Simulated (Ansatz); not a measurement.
**C2H4AlFO: shape, modes and thermochemistry**

The task is to find a stationary geometry of C2H4AlFO, check the end point by its vibrations and derive ideal-gas thermochemistry, and look at its orbitals and charge.

Program: Ansatz 0.2.0, Gaussian basis. Level of theory: RKS PBE0-D4/def2-TZVP. These are calculated values, not measurements.

Levels to be run: relaxation at PBE-D4/def2-SVP; relaxation at PBE0-D4/def2-TZVP; harmonic vibrations at the same level; a single point in def2-TZVPP for the fields.

**1. The system as given**

SMILES `C=[C](F)[AlH][OH]`, 9 atoms, charge 0, spin multiplicity 1.

Atoms are counted from 1 here; the program's logs count them from 0.

Bond lengths: C1–C2 1.336 Å, C1–H6 1.144 Å, C1–H7 1.058 Å, C2–F3 1.329 Å, C2–Al4 1.902 Å, Al4–O5 1.888 Å, Al4–H8 1.604 Å, O5–H9 1.015 Å. Angles: C2–C1–H6 116.7°, C2–C1–H7 123.9°, H6–C1–H7 119.1°, C1–C2–F3 117.8°, C1–C2–Al4 124.2°, F3–C2–Al4 118.0°, C2–Al4–O5 120.9°, C2–Al4–H8 121.6°, O5–Al4–H8 117.5°, Al4–O5–H9 100.9°.

The start is a force-field geometry with small random shifts, so a cheaper pass at PBE-D4/def2-SVP comes first.

**2. Geometry optimisation, PBE-D4/def2-SVP (cheap first pass)**

The input, in.yaml:

```yaml
crystal:
  periodic: [false, false, false]
  atoms:
    - {symbol: C, position_ang: [1.332900, -0.308200, -0.920500]}
    - {symbol: C, position_ang: [0.859800, -0.382400, 0.326600]}
    - {symbol: F, position_ang: [1.702000, -0.748800, 1.287600]}
    - {symbol: Al, position_ang: [-0.941300, -0.010200, 0.812000]}
    - {symbol: O, position_ang: [-2.215500, 0.475200, -0.493200]}
    - {symbol: H, position_ang: [0.603500, 0.048200, -1.726100]}
    - {symbol: H, position_ang: [2.348200, -0.462300, -1.176600]}
    - {symbol: H, position_ang: [-1.447900, -0.145400, 2.328000]}
    - {symbol: H, position_ang: [-2.153300, 1.487500, -0.454900]}
basis:
  gaussian: {orbitals: def2-SVP}
hamiltonian: {xc: pbe, dispersion: d4}
relax: {f_tol: 0.03, max_steps: 200}
```

Launch:

```bash
$ ansatz run in.yaml --threads 2 --pin off --events-out ev --progress --plain --max-ram 4352MiB
```

Output, shortened:

```text
Functional definition: PBE
  name "PBE"
  cite "Perdew, Burke & Ernzerhof, Phys. Rev. Lett. 77, 3865 (1996) doi:10.1103/PhysRevLett.77.3865"
  parent pbe
[...]
1032 factors; their error is unknown
[...]
mean field -13481.05686748 eV, -495.4197020915 hartree, gradient 1.2e-5 eV, S^2 0.000000; 0 other end points of the search recorded, 0 dependent functions left out
[...]
reference -13481.05690518 eV, -495.4197034769 hartree; 23, 23 occupied and 71, 71 virtual orbitals, 1032 factors
relax step   1: F+E_penalty+E_count = -13481.21149542 eV  Δ(F+E_penalty+E_count) = +0.000e0 eV  max|allowed force component| = 2.785e0 eV/Å  Δτ_max = 0.0000 Å  (29 SCF iters, accepted)
[...]
relax step   3: F+E_penalty+E_count = -13481.62033635 eV  Δ(F+E_penalty+E_count) = -9.267e-2 eV  max|allowed force component| = 2.202e0 eV/Å  Δτ_max = 0.1665 Å  (38 SCF iters, accepted)
[...]
relax step   5: F+E_penalty+E_count = -13481.84413346 eV  Δ(F+E_penalty+E_count) = -6.085e-2 eV  max|allowed force component| = 3.112e-1 eV/Å  Δτ_max = 0.2000 Å  (37 SCF iters, accepted)
[...]
relax step   7: F+E_penalty+E_count = -13481.86523521 eV  Δ(F+E_penalty+E_count) = -2.110e-2 eV  max|allowed force component| = 2.106e-1 eV/Å  Δτ_max = 0.0997 Å  (30 SCF iters, accepted)
[...]
relax step   9: F+E_penalty+E_count = -13481.87338235 eV  Δ(F+E_penalty+E_count) = -3.805e-3 eV  max|allowed force component| = 1.121e-1 eV/Å  Δτ_max = 0.0421 Å  (32 SCF iters, accepted)
[...]
relax step  10: F+E_penalty+E_count = -13481.87461485 eV  Δ(F+E_penalty+E_count) = -1.233e-3 eV  max|allowed force component| = 6.099e-2 eV/Å  Δτ_max = 0.0232 Å  (32 SCF iters, accepted)
[...]
relax step  11: F+E_penalty+E_count = -13481.87520966 eV  Δ(F+E_penalty+E_count) = -5.948e-4 eV  max|allowed force component| = 1.430e-2 eV/Å  Δτ_max = 0.0179 Å  (33 SCF iters, accepted)
1032 factors; their error is unknown
[...]
mean field -13481.71891502 eV, -495.4440318899 hartree, gradient 1.8e-5 eV, S^2 0.000000; 1 other end points of the search recorded, 0 dependent functions left out
[...]
reference -13481.71895200 eV, -495.4440332488 hartree; 23, 23 occupied and 71, 71 virtual orbitals, 1032 factors
Total energy: -13481.87524664 eV, -495.4497769706 hartree
Atom 0 at     1.381131    -0.279564    -0.951143 Å, force     0.005806    -0.002827    -0.000249 eV/Å
Atom 1 at     0.887974    -0.405591     0.297082 Å, force    -0.000773     0.001256    -0.003830 eV/Å
Atom 2 at     1.685070    -0.944045     1.268888 Å, force     0.001432    -0.001043     0.002457 eV/Å
Atom 3 at    -0.923652     0.135729     0.839354 Å, force    -0.001732     0.000907    -0.001412 eV/Å
Atom 4 at    -1.839349     0.787190    -0.462190 Å, force    -0.007637     0.008165    -0.012946 eV/Å
Atom 5 at     0.748603     0.152491    -1.740880 Å, force    -0.004092    -0.000549     0.003349 eV/Å
Atom 6 at     2.406095    -0.599060    -1.205262 Å, force     0.007381    -0.000699    -0.003973 eV/Å
Atom 7 at    -1.507009    -0.001656     2.315691 Å, force    -0.002206    -0.003026     0.014298 eV/Å
Atom 8 at    -2.750463     1.108107    -0.378641 Å, force     0.001822    -0.002183     0.002306 eV/Å
Dipole moment:    -0.350506     0.156471    -0.098820 e Å
```

Run time: 12 s. Hardware: 2 threads of INTEL XEON PLATINUM 8581C at 2.30GHz, shared host.

Step by step: (the energy doesn't fall at every step)

```
step  energy from step 1 (eV)  largest force component (eV/Å)
   1                   0.0000                          2.7851
   2                  -0.3162                          1.3967
   3                  -0.4088                          2.2019
   4                  -0.5718                          0.7418
   5                  -0.6326                          0.3112
   6                  -0.5691                          0.8905
   7                  -0.6537                          0.2106
   8                  -0.6581                          0.2791
   9                  -0.6619                          0.1121
  10                  -0.6631                          0.0610
  11                  -0.6637                          0.0143
```

Close pairs (by a distance rule), those that changed most:

```
  bond  before (Å)  after (Å)  change (Å)
Al4–O5       1.888      1.720      -0.168
C2–Al4       1.902      1.967      +0.065
 O5–H9       1.015      0.970      -0.045
 C1–H7       1.058      1.103      +0.045
 C1–H6       1.144      1.100      -0.043
 C2–F3       1.329      1.367      +0.038
 C1–C2       1.336      1.348      +0.012
Al4–H8       1.604      1.593      -0.011
```

**3. Relaxation at PBE0-D4/def2-TZVP**

The input, in.yaml:

```yaml
crystal:
  periodic: [false, false, false]
  atoms:
    - {symbol: C, position_ang: [1.381131, -0.279564, -0.951143]}
    - {symbol: C, position_ang: [0.887974, -0.405591, 0.297082]}
    - {symbol: F, position_ang: [1.685070, -0.944045, 1.268888]}
    - {symbol: Al, position_ang: [-0.923652, 0.135729, 0.839354]}
    - {symbol: O, position_ang: [-1.839349, 0.787190, -0.462190]}
    - {symbol: H, position_ang: [0.748603, 0.152491, -1.740880]}
    - {symbol: H, position_ang: [2.406095, -0.599060, -1.205262]}
    - {symbol: H, position_ang: [-1.507009, -0.001656, 2.315691]}
    - {symbol: H, position_ang: [-2.750463, 1.108107, -0.378641]}
basis:
  gaussian: {orbitals: def2-TZVP}
hamiltonian: {xc: pbe0, dispersion: d4}
relax: {f_tol: 0.005, max_steps: 150}
```

Launched as before.

Output, shortened:

```text
Functional definition: PBE0
  name "PBE0"
  cite "Adamo & Barone, J. Chem. Phys. 110, 6158 (1999) doi:10.1063/1.478522"
  cite "Perdew, Burke & Ernzerhof, Phys. Rev. Lett. 77, 3865 (1996) doi:10.1103/PhysRevLett.77.3865"
  parent pbe
[...]
1122 factors; their error is unknown
[...]
mean field -13493.12733218 eV, -495.8632834874 hartree, gradient 1.5e-5 eV, S^2 0.000000; 0 other end points of the search recorded, 0 dependent functions left out
[...]
reference -13493.12736400 eV, -495.8632846570 hartree; 23, 23 occupied and 162, 162 virtual orbitals, 1122 factors
relax step   1: F+E_penalty+E_count = -13493.25931996 eV  Δ(F+E_penalty+E_count) = +0.000e0 eV  max|allowed force component| = 8.257e-1 eV/Å  Δτ_max = 0.0000 Å  (30 SCF iters, accepted)
[...]
Total energy: -13493.30279977 eV, -495.8697318022 hartree
Atom 0 at     1.372217    -0.280832    -0.938657 Å, force    -0.001495    -0.000954    -0.003003 eV/Å
Atom 1 at     0.879831    -0.398895     0.287944 Å, force    -0.001299     0.002235    -0.000521 eV/Å
Atom 2 at     1.680571    -0.932109     1.251532 Å, force     0.001850    -0.001713     0.001197 eV/Å
Atom 3 at    -0.920540     0.137983     0.823735 Å, force    -0.000795     0.000695    -0.001041 eV/Å
Atom 4 at    -1.827500     0.785620    -0.452188 Å, force     0.000989    -0.000825     0.002096 eV/Å
Atom 5 at     0.747598     0.141508    -1.716195 Å, force    -0.000137    -0.000129     0.000446 eV/Å
Atom 6 at     2.380831    -0.593500    -1.191985 Å, force     0.000718     0.000597     0.001795 eV/Å
Atom 7 at    -1.498567    -0.004402     2.286155 Å, force    -0.000097     0.000004    -0.000412 eV/Å
Atom 8 at    -2.726040     1.098227    -0.367442 Å, force     0.000266     0.000088    -0.000558 eV/Å
Dipole moment:    -0.344858     0.150981    -0.093938 e Å
```

Wall time 24 s (2 threads of INTEL XEON PLATINUM 8581C at 2.30GHz, shared host).

Step by step:

```
step  energy from step 1 (eV)  largest force component (eV/Å)
   1                   0.0000                          0.8257
   2                  -0.0391                          0.2711
   3                  -0.0433                          0.0514
   4                  -0.0433                          0.0156
   5                  -0.0434                          0.0119
   6                  -0.0434                          0.0097
   7                  -0.0434                          0.0068
   8                  -0.0434                          0.0030
```

Distances of close pairs at the start and the end, largest changes first:

```
  bond  before (Å)  after (Å)  change (Å)
Al4–O5       1.720      1.694      -0.025
 C1–C2       1.348      1.327      -0.021
 C1–H7       1.103      1.086      -0.017
 C1–H6       1.100      1.083      -0.017
 O5–H9       0.970      0.955      -0.014
Al4–H8       1.593      1.579      -0.014
C2–Al4       1.967      1.954      -0.013
 C2–F3       1.367      1.362      -0.006
```

Mulliken charges at the end point, from the run's report:

```
atom  value (e)
  C1      -0.29
  C2       0.04
  F3      -0.21
 Al4       0.47
  O5      -0.55
  H6       0.16
  H7       0.14
  H8      -0.08
  H9       0.32
```

**4. Vibrations by finite differences**

The input, in.yaml:

```yaml
crystal:
  periodic: [false, false, false]
  atoms:
    - {symbol: C, position_ang: [1.372217, -0.280832, -0.938657]}
    - {symbol: C, position_ang: [0.879831, -0.398895, 0.287944]}
    - {symbol: F, position_ang: [1.680571, -0.932109, 1.251532]}
    - {symbol: Al, position_ang: [-0.920540, 0.137983, 0.823735]}
    - {symbol: O, position_ang: [-1.827500, 0.785620, -0.452188]}
    - {symbol: H, position_ang: [0.747598, 0.141508, -1.716195]}
    - {symbol: H, position_ang: [2.380831, -0.593500, -1.191985]}
    - {symbol: H, position_ang: [-1.498567, -0.004402, 2.286155]}
    - {symbol: H, position_ang: [-2.726040, 1.098227, -0.367442]}
basis:
  gaussian: {orbitals: def2-TZVP}
hamiltonian: {xc: pbe0, dispersion: d4}
phonons: {temperatures: {t_min: 298.15, t_max: 900, t_step: 200}}
```

Launched as before.

Output, shortened:

```text
Functional definition: PBE0
  name "PBE0"
  cite "Adamo & Barone, J. Chem. Phys. 110, 6158 (1999) doi:10.1063/1.478522"
  cite "Perdew, Burke & Ernzerhof, Phys. Rev. Lett. 77, 3865 (1996) doi:10.1103/PhysRevLett.77.3865"
  parent pbe
[...]
1122 factors; their error is unknown
[...]
mean field -13493.16995002 eV, -495.8648496640 hartree, gradient 1.5e-5 eV, S^2 0.000000; 0 other end points of the search recorded, 0 dependent functions left out
[...]
reference -13493.16998169 eV, -495.8648508280 hartree; 23, 23 occupied and 162, 162 virtual orbitals, 1122 factors
[...]
1122 factors; their error is unknown
mean field -13493.16977603 eV, -495.8648432701 hartree, gradient 2.4e-6 eV, S^2 0.000000; 0 other end points of the search recorded, 0 dependent functions left out
[...]
reference -13493.16980770 eV, -495.8648444339 hartree; 23, 23 occupied and 162, 162 virtual orbitals, 1122 factors
[...]
Atom 1 at     0.879831    -0.398895     0.287944 Å, force    -0.001315     0.002232    -0.000479 eV/Å
Atom 2 at     1.680571    -0.932109     1.251532 Å, force     0.001850    -0.001713     0.001201 eV/Å
Atom 3 at    -0.920540     0.137983     0.823735 Å, force    -0.000794     0.000698    -0.001047 eV/Å
Atom 4 at    -1.827500     0.785620    -0.452188 Å, force     0.000978    -0.000822     0.002100 eV/Å
Atom 5 at     0.747598     0.141508    -1.716195 Å, force    -0.000120    -0.000139     0.000469 eV/Å
Atom 6 at     2.380831    -0.593500    -1.191985 Å, force     0.000735     0.000593     0.001790 eV/Å
Atom 7 at    -1.498567    -0.004402     2.286155 Å, force    -0.000097     0.000003    -0.000411 eV/Å
Atom 8 at    -2.726040     1.098227    -0.367442 Å, force     0.000278     0.000084    -0.000559 eV/Å
Dipole moment:    -0.344858     0.150981    -0.093938 e Å
Vibrations: 69.02 117.35 263.98 282.20 368.79 374.99 515.48 574.03 612.11 687.66 776.51 869.96 927.26 949.50 1201.65 1388.47 1672.32 1953.75 3154.12 3255.57 3968.40 cm⁻¹, zero-point energy 1.486763 eV
```

It took 1.7 min on 2 threads of INTEL XEON PLATINUM 8581C at 2.30GHz, shared host.

Motions are named by where the mode's potential energy lies. The modes, unscaled (a negative number is an imaginary wavenumber):

```
mode  cm⁻¹                          motion
   1    69                         torsion
   2   117                            bend
   3   264                            bend
   4   282                         torsion
   5   369                         torsion
   6   375          bend with Al–C stretch
   7   515                         torsion
   8   574                            bend
   9   612          bend with Al–C stretch
  10   688                            bend
  11   777                         torsion
  12   870                    Al–O stretch
  13   927  torsion with out-of-plane bend
  14   950           C–F stretch with bend
  15  1202           bend with C–F stretch
  16  1388                            bend
  17  1672                     C–C stretch
  18  1954                    Al–H stretch
  19  3154                     C–H stretch
  20  3256                     C–H stretch
  21  3968                     O–H stretch
```

Ideal gas, rigid rotor and harmonic oscillator at 298.15 K and 1 bar, with symmetry number 1:

```
                term            value
   zero-point energy    34.3 kcal/mol
          H(298) − E    39.2 kcal/mol
entropy, translation  165.0 J/(mol K)
   entropy, rotation  111.2 J/(mol K)
  entropy, vibration   63.5 J/(mol K)
      entropy, total  339.8 J/(mol K)
```

**5. Fields at the relaxed geometry**

Edit in.yaml of step 4 so:

```diff
@@ -13,4 +13,4 @@
 basis:
-  gaussian: {orbitals: def2-TZVP}
+  gaussian: {orbitals: def2-TZVPP}
 hamiltonian: {xc: pbe0, dispersion: d4}
-phonons: {temperatures: {t_min: 298.15, t_max: 900, t_step: 200}}
+output: {orbitals: {seedname: orbitals}}
```

The command is unchanged.

Output:

```text
Functional definition: PBE0
  name "PBE0"
  cite "Adamo & Barone, J. Chem. Phys. 110, 6158 (1999) doi:10.1063/1.478522"
  cite "Perdew, Burke & Ernzerhof, Phys. Rev. Lett. 77, 3865 (1996) doi:10.1103/PhysRevLett.77.3865"
  parent pbe
  parameter a = 0.25
  parameter kappa = 0.804
  parameter beta = 0.06672455060314922
  exchange = (1 - a)*pbe_x(kappa = kappa, mu = beta*pi^2/3) + a*exact_x
  correlation = pbe_c(beta = beta)
1203 factors; their error is unknown
mean field evaluation 1: about -13483.5249 eV, gradient 7.2e1 eV
mean field evaluation 2: about -13465.0846 eV, gradient 1.2e2 eV
mean field evaluation 4: about -13493.1481 eV, gradient 5.8e0 eV
mean field evaluation 8: about -13493.2146 eV, gradient 1.5e-1 eV
mean field evaluation 16: about -13493.2415 eV, gradient 1.5e-4 eV
mean field -13493.24147588 eV, -495.8674781909 hartree, gradient 3.1e-5 eV, S^2 0.000000; 0 other end points of the search recorded, 0 dependent functions left out
reference -13493.24150790 eV, -495.8674793676 hartree; 23, 23 occupied and 199, 199 virtual orbitals, 1203 factors
Total energy: -13493.37432662 eV, -495.8723603656 hartree
```

It took 2.3 s on 2 threads of INTEL XEON PLATINUM 8581C at 2.30GHz, shared host; peak memory 0.47 GiB.

Orbitals, density, ELF and potential are computed afterwards from the orbital file.

Frontier orbitals at PBE0-D4/def2-TZVPP, with the share of their density that lies nearest to each atom:

```
orbital  energy (eV)                                    lies on
 HOMO-1        -8.44                  H8 32 %; C2 28 %; F3 12 %
   HOMO        -7.64            C1, C2 about 36 % each; F3 15 %
   LUMO        -1.29  Al4 40 %; C1, C2 about 14 % each; H8 14 %
```

ELF in a plane through or near 9 of the atoms.

Ten even steps from '0' (0.00) to '9' (1.00):
```
0000000000000000000000000000
0000000000000000000000000000
0000000000000000024420000000
0000000011232000599998400000
0000000145775001899999920000
0000001477586002899999940000
0000001587475111599999950000
0000000157764660038999820000
0000011002452974770231000000
0000688745822862750210000000
0002899983475430137742100000
0002899974253002577776510000
0000588767999203775599940000
0000022248999403788778720000
0000000037999201566432200000
0000000014886000132100000000
0000000000211000000000000000
0000000000000000000000000000
0000000000000000000000000000
0000000000000000000000000000
```
The map spans 10.6 Å across and 8.9 Å up, centred on the molecule. Atoms in the plane (x, y in Å): C1 (-1.6, -0.5), C2 (-0.8, 0.6), F3 (-1.4, 1.8), Al4 (1.1, 0.5), O5 (1.8, -1.0), H6 (-1.1, -1.5), H7 (-2.7, -0.5), H8 (2.0, 1.8), H9 (2.7, -1.2).

On the surface of density 0.002 e/bohr³ the electrostatic potential runs, from the 1st to the 99th percentile, from -1.03 V near O5 to 3.13 V near Al4.

**6. What came out**

```
                  quantity            value
               point group               Cs
                     steps           11 + 8
shift from the start (rms)          0.311 Å
              total energy   -13493.3028 eV
           dispersion term         -133 meV
             dipole moment           1.86 D
lowest, highest wavenumber    69, 3968 cm⁻¹
         zero-point energy    34.3 kcal/mol
       entropy at 298.15 K  339.8 J/(mol K)
                HOMO, LUMO  -7.64, -1.29 eV
```

**Reading.** The atoms moved 0.31 Å (rms) from the start; the bond that changed most is Al4–O5, from 1.888 to 1.694 Å. No mode is imaginary: a true minimum at this level. The stiffest mode, 3968 cm⁻¹, is an O–H stretch, and 2 modes under 200 cm⁻¹ make the vibrational entropy uncertain. Harmonic hybrid wavenumbers usually lie a few per cent above measured fundamentals. The largest Mulliken charge, -0.55 e, sits on O5. The HOMO lies mostly on C1, C2 about 36 % each; F3 15 % and the LUMO on Al4 40 %; C1, C2 about 14 % each.
